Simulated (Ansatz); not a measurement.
LaBi:

```
Bi La
1.0
     0.00000    3.28250    3.28250
     3.28250    0.00000    3.28250
     3.28250    3.28250    0.00000
Bi La
1 1
Direct
  0.50000 0.50000 0.50000
  0.00000 0.00000 0.00000
```

* Program: Ansatz 0.2.0
* Task: relaxation of cell and atoms
* Functional: RPBE
* Potentials or basis: Ansatz PAW
* Cutoff: 420 eV (not typed: the program's choice for these potentials)
* k mesh: 7 × 7 × 7
* Occupations: fermi-dirac, width 0.05 eV
* Spin: no spin polarisation

At the start: volume 35.37 Å³/atom.

Q: Where does the relaxation end?

A: It ends after 5 steps and the volume is 38.07 Å³/atom (+7.6 %); space group Fm-3m (No. 225, to 0.05 Å).

Step by step:
```csv
step,energy change (eV),largest force (eV/Å),volume (Å³)
1,0.0000,0.0000,70.74
2,-0.0436,0.0000,79.01
3,-0.0576,0.0000,76.44
4,-0.0579,0.0000,76.13
5,-0.0583,0.0000,76.13
```

Final structure:
```
CELL_PARAMETERS angstrom
0.00000 3.36394 3.36394
3.36394 0.00000 3.36394
3.36394 3.36394 0.00000
ATOMIC_POSITIONS crystal
Bi 0.50000 0.50000 0.50000
La 0.00000 0.00000 0.00000
```

Caveat: the plane-wave basis is chosen anew once the cell has moved, so the energies of steps on either side of that aren't comparable; the PAW data sets come from PBE, with cores solved anew for the run's functional, which leaves a small shift of forces and pressure.
